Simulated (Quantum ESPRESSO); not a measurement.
# Sn3Se (Pm-3m) in Quantum ESPRESSO: notebook

One crystal, Sn3Se, is run at these levels: r2SCAN; tasks: band structure, single point, equation of state.

Program: Quantum ESPRESSO 7.5. These are calculated values, not measurements. Logs are shortened: lines on timing, memory, paths and dates and some standing lists are left out, and cuts for length are marked.

**1. The crystal as given**

The structure is cubic, space group Pm-3m (No. 221). The conventional cell has a = 4.742 Å, b = 4.742 Å, c = 4.742 Å, α = 90.00°, β = 90.00°, γ = 90.00°. Sn (site symmetry 4/mmm) has 8 Sn at 3.35 Å and 4 Se at 3.35 Å as nearest neighbours. Se (site symmetry m-3m) has 12 Sn at 3.35 Å as nearest neighbours.

The cell comes from a database or a generator and needn't be the stable form of this composition.

**2. Band structure, r2SCAN**

The input, pw.in:

```
&CONTROL
  calculation = 'scf'
  prefix = 'pwscf'
  outdir = './tmp'
  pseudo_dir = './pseudo'
  tprnfor = .true.
  tstress = .true.
  disk_io = 'low'
/
&SYSTEM
  ibrav = 0
  nat = 4
  ntyp = 2
  ecutwfc = 70
  nbnd = 33
  input_dft = 'r2scan'
  occupations = 'smearing'
  smearing = 'fd'
  degauss = 0.00367493
  nosym = .true.
/
&ELECTRONS
  conv_thr = 1d-08
  electron_maxstep = 120
  mixing_beta = 0.5
/
ATOMIC_SPECIES
Sn   118.7100 Sn_ONCV_PBE-1.2.upf
Se    78.9710 Se_ONCV_PBE-1.2.upf
CELL_PARAMETERS angstrom
   4.7418790000    0.0000000000    0.0000000000
   0.0000000000    4.7418790000    0.0000000000
   0.0000000000    0.0000000000    4.7418790000
ATOMIC_POSITIONS crystal
Sn     0.5000000000    0.5000000000    0.0000000000
Sn     0.5000000000    0.0000000000    0.5000000000
Sn     0.0000000000    0.5000000000    0.5000000000
Se     0.0000000000    0.0000000000    0.0000000000
K_POINTS automatic
4 4 4 0 0 0
```

The input, bands.in:

```
&CONTROL
  calculation = 'bands'
  prefix = 'pwscf'
  outdir = './tmp'
  pseudo_dir = './pseudo'
  disk_io = 'low'
  verbosity = 'high'
/
&SYSTEM
  ibrav = 0
  nat = 4
  ntyp = 2
  ecutwfc = 70
  nbnd = 33
  input_dft = 'r2scan'
  occupations = 'smearing'
  smearing = 'fd'
  degauss = 0.00367493
  nosym = .true.
/
&ELECTRONS
  conv_thr = 1d-08
  electron_maxstep = 120
  mixing_beta = 0.5
  diago_full_acc = .true.
  startingwfc = 'random'
/
ATOMIC_SPECIES
Sn   118.7100 Sn_ONCV_PBE-1.2.upf
Se    78.9710 Se_ONCV_PBE-1.2.upf
CELL_PARAMETERS angstrom
   4.7418790000    0.0000000000    0.0000000000
   0.0000000000    4.7418790000    0.0000000000
   0.0000000000    0.0000000000    4.7418790000
ATOMIC_POSITIONS crystal
Sn     0.5000000000    0.5000000000    0.0000000000
Sn     0.5000000000    0.0000000000    0.5000000000
Sn     0.0000000000    0.5000000000    0.5000000000
Se     0.0000000000    0.0000000000    0.0000000000
K_POINTS crystal
60
 0.0000000000  0.0000000000  0.0000000000 1
 0.0000000000  0.0714285714  0.0000000000 1
 0.0000000000  0.1428571429  0.0000000000 1
 0.0000000000  0.2142857143  0.0000000000 1
 0.0000000000  0.2857142857  0.0000000000 1
 0.0000000000  0.3571428571  0.0000000000 1
 0.0000000000  0.4285714286  0.0000000000 1
 0.0000000000  0.5000000000  0.0000000000 1
 0.0714285714  0.5000000000  0.0000000000 1
 0.1428571429  0.5000000000  0.0000000000 1
 0.2142857143  0.5000000000  0.0000000000 1
 0.2857142857  0.5000000000  0.0000000000 1
 0.3571428571  0.5000000000  0.0000000000 1
 0.4285714286  0.5000000000  0.0000000000 1
 0.5000000000  0.5000000000  0.0000000000 1
 0.4545454545  0.4545454545  0.0000000000 1
 0.4090909091  0.4090909091  0.0000000000 1
 0.3636363636  0.3636363636  0.0000000000 1
 0.3181818182  0.3181818182  0.0000000000 1
 0.2727272727  0.2727272727  0.0000000000 1
 0.2272727273  0.2272727273  0.0000000000 1
 0.1818181818  0.1818181818  0.0000000000 1
 0.1363636364  0.1363636364  0.0000000000 1
 0.0909090909  0.0909090909  0.0000000000 1
 0.0454545455  0.0454545455  0.0000000000 1
 0.0000000000  0.0000000000  0.0000000000 1
 0.0357142857  0.0357142857  0.0357142857 1
 0.0714285714  0.0714285714  0.0714285714 1
 0.1071428571  0.1071428571  0.1071428571 1
 0.1428571429  0.1428571429  0.1428571429 1
 0.1785714286  0.1785714286  0.1785714286 1
 0.2142857143  0.2142857143  0.2142857143 1
 0.2500000000  0.2500000000  0.2500000000 1
 0.2857142857  0.2857142857  0.2857142857 1
 0.3214285714  0.3214285714  0.3214285714 1
 0.3571428571  0.3571428571  0.3571428571 1
 0.3928571429  0.3928571429  0.3928571429 1
 0.4285714286  0.4285714286  0.4285714286 1
 0.4642857143  0.4642857143  0.4642857143 1
 0.5000000000  0.5000000000  0.5000000000 1
 0.4545454545  0.5000000000  0.4545454545 1
 0.4090909091  0.5000000000  0.4090909091 1
 0.3636363636  0.5000000000  0.3636363636 1
 0.3181818182  0.5000000000  0.3181818182 1
 0.2727272727  0.5000000000  0.2727272727 1
 0.2272727273  0.5000000000  0.2272727273 1
 0.1818181818  0.5000000000  0.1818181818 1
 0.1363636364  0.5000000000  0.1363636364 1
 0.0909090909  0.5000000000  0.0909090909 1
 0.0454545455  0.5000000000  0.0454545455 1
 0.0000000000  0.5000000000  0.0000000000 1
 0.5000000000  0.5000000000  0.0000000000 1
 0.5000000000  0.5000000000  0.0625000000 1
 0.5000000000  0.5000000000  0.1250000000 1
 0.5000000000  0.5000000000  0.1875000000 1
 0.5000000000  0.5000000000  0.2500000000 1
 0.5000000000  0.5000000000  0.3125000000 1
 0.5000000000  0.5000000000  0.3750000000 1
 0.5000000000  0.5000000000  0.4375000000 1
 0.5000000000  0.5000000000  0.5000000000 1
```

Potentials or basis: SG15 PBE 1.2.

Started as:

```
> OMP_NUM_THREADS=1 mpirun -n 2 pw.x -nk 2 -in pw.in > pw.out
> OMP_NUM_THREADS=1 mpirun -n 2 pw.x -nk 2 -in bands.in > bands.out
```

pw.out:

```text
This program is part of the open-source Quantum ESPRESSO suite
     for quantum simulation of materials; please cite
         "P. Giannozzi et al., J. Phys.:Condens. Matter 21 395502 (2009);
         "P. Giannozzi et al., J. Phys.:Condens. Matter 29 465901 (2017);
         "P. Giannozzi et al., J. Chem. Phys. 152 154105 (2020);
     in publications or presentations arising from this work. More details at

     IMPORTANT: XC functional enforced from input :
     Exchange-correlation= R2SCAN
                           (   0   0   0   0   0 497 498)
     Any further DFT definition will be discarded
     Please, verify this is what you really want

     K-points division:     npool     =       2
     Subspace diagonalization in iterative solution of the eigenvalue problem:
     a serial algorithm will be used

     G-vector sticks info
     --------------------
     sticks:   dense  smooth     PW     G-vecs:    dense   smooth      PW
     Sum        1789    1789    509                57051    57051    8733

     Using Slab Decomposition

     bravais-lattice index     =            0
     lattice parameter (alat)  =       8.9609  a.u.
     unit-cell volume          =     719.5285 (a.u.)^3
     number of atoms/cell      =            4
     number of atomic types    =            2
     number of electrons       =        48.00
     number of Kohn-Sham states=           33
     kinetic-energy cutoff     =      70.0000  Ry
     charge density cutoff     =     280.0000  Ry
     scf convergence threshold =      1.0E-08
     mixing beta               =       0.5000
     number of iterations used =            8  plain     mixing
     Exchange-correlation= R2SCAN
                           (   0   0   0   0   0 497 498)

     celldm(1)=   8.960853  celldm(2)=   0.000000  celldm(3)=   0.000000
     celldm(4)=   0.000000  celldm(5)=   0.000000  celldm(6)=   0.000000

     crystal axes: (cart. coord. in units of alat)
               a(1) = (   1.000000   0.000000   0.000000 )
               a(2) = (   0.000000   1.000000   0.000000 )
               a(3) = (   0.000000   0.000000   1.000000 )

     reciprocal axes: (cart. coord. in units 2 pi/alat)
               b(1) = (  1.000000  0.000000  0.000000 )
               b(2) = (  0.000000  1.000000  0.000000 )
               b(3) = (  0.000000  0.000000  1.000000 )

     PseudoPot. # 1 for Sn read from file:
     Sn_ONCV_PBE-1.2.upf
     Pseudo is Norm-conserving, Zval = 14.0
     Generated using ONCVPSP code by D. R. Hamann
     Using radial grid of  602 points,  6 beta functions with:
                l(1) =   0
                l(2) =   0
                l(3) =   1
                l(4) =   1
                l(5) =   2
                l(6) =   2

     PseudoPot. # 2 for Se read from file:
     Se_ONCV_PBE-1.2.upf
     Pseudo is Norm-conserving, Zval =  6.0
     Generated using ONCVPSP code by D. R. Hamann
     Using radial grid of  602 points,  6 beta functions with:
                l(1) =   0
                l(2) =   0
                l(3) =   1
                l(4) =   1
                l(5) =   2
                l(6) =   2

     atomic species   valence    mass     pseudopotential
     Sn               14.00   118.71000     Sn( 1.00)
     Se                6.00    78.97100     Se( 1.00)

     No symmetry found

   Cartesian axes

     site n.     atom                  positions (alat units)
         1        Sn     tau(   1) = (   0.5000000   0.5000000   0.0000000  )
         2        Sn     tau(   2) = (   0.5000000   0.0000000   0.5000000  )
         3        Sn     tau(   3) = (   0.0000000   0.5000000   0.5000000  )
         4        Se     tau(   4) = (   0.0000000   0.0000000   0.0000000  )

     number of k points=    36  Fermi-Dirac smearing, width (Ry)=  0.0037
                       cart. coord. in units 2pi/alat
        k(    1) = (   0.0000000   0.0000000   0.0000000), wk =   0.0312500
        k(    2) = (   0.0000000   0.0000000   0.2500000), wk =   0.0625000
[... 44 lines left out ...]
[... 36 lines left out ...]
     total energy              =    -378.63307359 Ry
     estimated scf accuracy    <       0.00000005 Ry

     iteration #  9     ecut=    70.00 Ry     beta= 0.50
     Davidson diagonalization with overlap
     ethr =  1.03E-10,  avg # of iterations =  3.3

     total energy              =    -378.63307361 Ry
     estimated scf accuracy    <       0.00000006 Ry

     iteration # 10     ecut=    70.00 Ry     beta= 0.50
     Davidson diagonalization with overlap
     ethr =  1.03E-10,  avg # of iterations =  1.9

     End of self-consistent calculation

          k = 0.0000 0.0000 0.0000 (  7123 PWs)   bands (ev):

   -10.4734 -10.4734 -10.4734 -10.4566 -10.4566 -10.4038 -10.3683 -10.3683
   -10.3683 -10.3011 -10.2254 -10.2254 -10.1819 -10.1819 -10.1819  -2.8911
     1.6205   5.8872   5.8872   6.7315   6.7315   6.7315  11.1287  11.1287
    11.1287  13.5553  13.5553  13.5553  16.2436  17.2029  17.2029  17.5159
    17.5159

          k = 0.0000 0.0000 0.2500 (  7104 PWs)   bands (ev):

   -10.4657 -10.4542 -10.4394 -10.4394 -10.4362 -10.3794 -10.3759 -10.3656
   -10.3656 -10.3196 -10.2457 -10.2249 -10.2240 -10.2240 -10.1819  -2.7212
     1.4368   4.2415   6.0434   7.1469   7.1469   8.9967  10.4806  10.4806
    10.8096  12.1647  13.1345  13.1345  16.1408  16.5620  16.5621  17.4294
    17.8719

          k = 0.0000 0.0000-0.5000 (  7160 PWs)   bands (ev):
[... 233 lines left out ...]
   -10.4504 -10.4420 -10.4420 -10.4255 -10.3775 -10.3724 -10.3724 -10.3676
   -10.3536 -10.2638 -10.2632 -10.2632 -10.2568 -10.2471 -10.2471  -2.2015
     3.2511   3.2530   3.2530   6.6341   7.2256   7.2256   7.7865  11.5141
    12.8111  12.8111  14.6263  15.5223  15.5223  17.0420  17.1080  19.7993
    20.6159

          k =-0.5000 0.2500-0.2500 (  7124 PWs)   bands (ev):

   -10.4492 -10.4377 -10.4325 -10.4059 -10.4023 -10.3721 -10.3682 -10.3528
   -10.3321 -10.3112 -10.2823 -10.2712 -10.2600 -10.2398 -10.2272  -2.3088
     2.0170   3.2974   4.6656   6.6182   6.9227   8.5864   9.4410  10.5943
    12.5637  12.5896  12.7972  15.1807  15.4395  15.5016  16.1340  19.8026
    20.2273

          k =-0.5000-0.5000 0.0000 (  7120 PWs)   bands (ev):

   -10.4391 -10.4391 -10.4218 -10.3962 -10.3926 -10.3599 -10.3531 -10.3231
   -10.3231 -10.3146 -10.3146 -10.2864 -10.2818 -10.2499 -10.2499  -2.2870
     2.8653   2.8842   2.8842   8.6074   8.8737   9.0405   9.0405  10.4539
    11.2888  11.3443  11.3443  14.5002  14.5002  16.8501  16.9018  19.4022
    20.1235

          k =-0.5000-0.5000 0.2500 (  7128 PWs)   bands (ev):

   -10.4504 -10.4420 -10.4420 -10.4255 -10.3775 -10.3724 -10.3724 -10.3676
   -10.3536 -10.2638 -10.2632 -10.2632 -10.2568 -10.2471 -10.2471  -2.2015
     3.2511   3.2530   3.2530   6.6341   7.2256   7.2256   7.7865  11.5141
    12.8111  12.8111  14.6263  15.5223  15.5223  17.0420  17.1080  19.7993
    20.6158

          k =-0.5000-0.5000-0.5000 (  7088 PWs)   bands (ev):

   -10.4675 -10.4468 -10.4468 -10.4468 -10.3907 -10.3907 -10.3907 -10.3541
   -10.3541 -10.2500 -10.2500 -10.2500 -10.2351 -10.2351 -10.2351  -2.1113
     3.8695   3.8695   3.8695   5.8392   5.8392   5.8392   6.2666  13.2846
    13.2846  13.2846  17.1990  17.1990  17.4313  17.4313  17.4313  19.0056
    21.5892

     the Fermi energy is    11.1377 ev

!    total energy              =    -378.63307361 Ry
     estimated scf accuracy    <          2.5E-09 Ry
     smearing contrib. (-TS)   =      -0.00128242 Ry
     internal energy E=F+TS    =    -378.63179119 Ry

     The total energy is F=E-TS. E is the sum of the following terms:
     one-electron contribution =     -99.74432156 Ry
     hartree contribution      =      73.91703930 Ry
     xc contribution           =     -46.01341271 Ry
     ewald contribution        =    -306.79109622 Ry

     convergence has been achieved in  10 iterations

     Forces acting on atoms (cartesian axes, Ry/au):

     atom    1 type  1   force =    -0.00000463    0.00000688    0.00000028
     atom    2 type  1   force =    -0.00000379   -0.00001093   -0.00000011
     atom    3 type  1   force =     0.00000601    0.00000790   -0.00000023
     atom    4 type  2   force =     0.00000241   -0.00000385    0.00000007

     Total force =     0.000018     Total SCF correction =     0.000062
     SCF correction compared to forces is large: reduce conv_thr to get better values

     Computing stress (Cartesian axis) and pressure

          total   stress  (Ry/bohr**3)                   (kbar)     P=      -11.53
  -0.00007838  -0.00000000  -0.00000000          -11.53       -0.00       -0.00
  -0.00000000  -0.00007840  -0.00000000           -0.00      -11.53       -0.00
  -0.00000000  -0.00000000  -0.00007838           -0.00       -0.00      -11.53

=------------------------------------------------------------------------------=
   JOB DONE.
=------------------------------------------------------------------------------=
```

It took 13 min on 2 MPI ranks of Intel Xeon at 2.50GHz (Skylake/Cascade Lake), shared host; peak memory 0.4 GiB.

What came out:

```yaml
Free_energy: -5151.5654 eV
Pressure: -1.2 GPa
Band_gap_on_the_k_mesh: none (metal or under the smearing width)
```

Levels at the corners of the path, in eV from the Fermi level:
```csv
point,band 21,band 22,band 23,band 24,band 25,band 26,band 27,band 28
Γ,-4.41,-4.41,-0.01,-0.01,-0.01,2.42,2.42,2.42
X,-3.25,-1.81,-1.80,-1.80,0.11,1.97,2.23,2.35
M,-2.26,-2.10,-2.10,-0.68,0.15,0.21,0.21,3.36
Γ,-4.41,-4.41,-0.01,-0.01,-0.01,2.42,2.42,2.42
R,-5.30,-5.30,-4.87,2.15,2.15,2.15,6.06,6.06
X,-3.25,-1.81,-1.80,-1.80,0.11,1.97,2.23,2.35
M,-2.26,-2.10,-2.10,-0.68,0.15,0.21,0.21,3.36
R,-5.30,-5.30,-4.87,2.15,2.15,2.15,6.06,6.06
```

Caveat: the k mesh is coarse; the potentials were made for another functional, which shifts forces and pressure; spin-orbit coupling is left out, which moves the levels of the heavy elements.

**3. Single point, r2SCAN, 25.06 Å³/atom**

pw.in, as its differences from that of step 2:

```diff
@@ -7,3 +7,3 @@
   tstress = .true.
-  disk_io = 'low'
+  disk_io = 'nowf'
 /
@@ -20,2 +20,5 @@
   nosym = .true.
+  nr1 = 60
+  nr2 = 60
+  nr3 = 60
 /
@@ -30,5 +33,5 @@
 CELL_PARAMETERS angstrom
-   4.7418790000    0.0000000000    0.0000000000
-   0.0000000000    4.7418790000    0.0000000000
-   0.0000000000    0.0000000000    4.7418790000
+   4.6450787976    0.0000000000    0.0000000000
+   0.0000000000    4.6450787976    0.0000000000
+   0.0000000000    0.0000000000    4.6450787976
 ATOMIC_POSITIONS crystal
@@ -39,2 +42,2 @@
 K_POINTS automatic
-4 4 4 0 0 0
+3 3 3 0 0 0
```

Potentials or basis: SG15 PBE 1.2.

Started as:

```
> OMP_NUM_THREADS=1 mpirun -n 2 pw.x -nk 2 -in pw.in > pw.out
```

Wall time 3.8 min (2 MPI ranks of Intel Xeon at 2.50GHz (Skylake/Cascade Lake), shared host); peak memory 0.36 GiB.

The run converged. Its results:

```yaml
Free_energy: -5151.3925 eV
Pressure: 1.8 GPa
Band_gap_on_the_k_mesh: none (metal or under the smearing width)
```

Caveat: the k mesh is coarse (spacing up to 0.45 Å⁻¹), so the values aren't converged; the potentials were made for another functional, which shifts forces and pressure.

**4. Single point, r2SCAN, 25.59 Å³/atom**

pw.in, as its differences from that of step 3:

```diff
@@ -33,5 +33,5 @@
 CELL_PARAMETERS angstrom
-   4.6450787976    0.0000000000    0.0000000000
-   0.0000000000    4.6450787976    0.0000000000
-   0.0000000000    0.0000000000    4.6450787976
+   4.6777916979    0.0000000000    0.0000000000
+   0.0000000000    4.6777916979    0.0000000000
+   0.0000000000    0.0000000000    4.6777916979
 ATOMIC_POSITIONS crystal
```

Started as:

```
> OMP_NUM_THREADS=1 mpirun -n 2 pw.x -nk 2 -in pw.in > pw.out
```

Run time: 4.1 min. Hardware: 2 MPI ranks of Intel Xeon at 2.50GHz (Skylake/Cascade Lake), shared host; peak memory 0.38 GiB.

It converged, with:

- Free energy: -5151.4082 eV
- Pressure: 0.6 GPa
- Band gap on the k mesh: none (metal or under the smearing width)

Caveat: the k mesh is coarse (spacing up to 0.45 Å⁻¹), so the values aren't converged; the potentials were made for another functional, which shifts forces and pressure.

**5. Single point, r2SCAN, 26.66 Å³/atom**

pw.in, as its differences from that of step 4:

```diff
@@ -33,5 +33,5 @@
 CELL_PARAMETERS angstrom
-   4.6777916979    0.0000000000    0.0000000000
-   0.0000000000    4.6777916979    0.0000000000
-   0.0000000000    0.0000000000    4.6777916979
+   4.7418790000    0.0000000000    0.0000000000
+   0.0000000000    4.7418790000    0.0000000000
+   0.0000000000    0.0000000000    4.7418790000
 ATOMIC_POSITIONS crystal
```

Started as:

```
> OMP_NUM_THREADS=1 mpirun -n 2 pw.x -nk 2 -in pw.in > pw.out
```

Wall time 4 min (2 MPI ranks of Intel Xeon at 2.50GHz (Skylake/Cascade Lake), shared host); peak memory 0.38 GiB.

It converged, with:

- Free energy: -5151.3946 eV
- Pressure: -1.5 GPa
- Band gap on the k mesh: none (metal or under the smearing width)

Caveat: the k mesh is coarse (spacing up to 0.44 Å⁻¹), so the values aren't converged; the potentials were made for another functional, which shifts forces and pressure.

**6. Single point, r2SCAN, 27.19 Å³/atom**

pw.in, as its differences from that of step 5:

```diff
@@ -33,5 +33,5 @@
 CELL_PARAMETERS angstrom
-   4.7418790000    0.0000000000    0.0000000000
-   0.0000000000    4.7418790000    0.0000000000
-   0.0000000000    0.0000000000    4.7418790000
+   4.7732830874    0.0000000000    0.0000000000
+   0.0000000000    4.7732830874    0.0000000000
+   0.0000000000    0.0000000000    4.7732830874
 ATOMIC_POSITIONS crystal
```

Potentials or basis: SG15 PBE 1.2.

Started as:

```
> OMP_NUM_THREADS=1 mpirun -n 2 pw.x -nk 2 -in pw.in > pw.out
```

Wall time 3.9 min (2 MPI ranks of Intel Xeon at 2.50GHz (Skylake/Cascade Lake), shared host); peak memory 0.38 GiB.

It converged, with:

```yaml
Free_energy: -5151.3683 eV
Pressure: -2.4 GPa
Band_gap_on_the_k_mesh: none (metal or under the smearing width)
```

Caveat: the k mesh is coarse (spacing up to 0.44 Å⁻¹), so the values aren't converged; the potentials were made for another functional, which shifts forces and pressure.

**7. Single point, r2SCAN, 28.26 Å³/atom**

pw.in, as its differences from that of step 6:

```diff
@@ -33,5 +33,5 @@
 CELL_PARAMETERS angstrom
-   4.7732830874    0.0000000000    0.0000000000
-   0.0000000000    4.7732830874    0.0000000000
-   0.0000000000    0.0000000000    4.7732830874
+   4.8348806308    0.0000000000    0.0000000000
+   0.0000000000    4.8348806308    0.0000000000
+   0.0000000000    0.0000000000    4.8348806308
 ATOMIC_POSITIONS crystal
```

Started as:

```
> OMP_NUM_THREADS=1 mpirun -n 2 pw.x -nk 2 -in pw.in > pw.out
```

Run time: 3.9 min. Hardware: 2 MPI ranks of Intel Xeon at 2.50GHz (Skylake/Cascade Lake), shared host; peak memory 0.38 GiB.

Results (log left out):

```yaml
Free_energy: -5151.2834 eV
Pressure: -3.9 GPa
Band_gap_on_the_k_mesh: none (metal or under the smearing width)
```

Caveat: the k mesh is coarse (spacing up to 0.43 Å⁻¹), so the values aren't converged; the potentials were made for another functional, which shifts forces and pressure.

**8. Equation of state, r2SCAN**

Potentials or basis: SG15 PBE 1.2.

This step only gathers the single runs of the series.

Results:

```yaml
Equilibrium_volume: 25.86 Å³/atom
Bulk_modulus: 54 GPa
Pressure_derivative_of_the_bulk_modulus: "4.4 (rough: it moves with the points fitted)"
```

Energy against volume, from the lowest point:
| volume (Å³/atom) | energy (meV/atom) |
| --- | --- |
| 25.056 | 3.94 |
| 25.590 | 0.00 |
| 26.656 | 3.41 |
| 27.189 | 9.99 |
| 28.255 | 31.22 |

Caveat: the k mesh is coarse (spacing up to 0.44 Å⁻¹), so the values aren't converged; the potentials were made for another functional, which shifts forces and pressure.
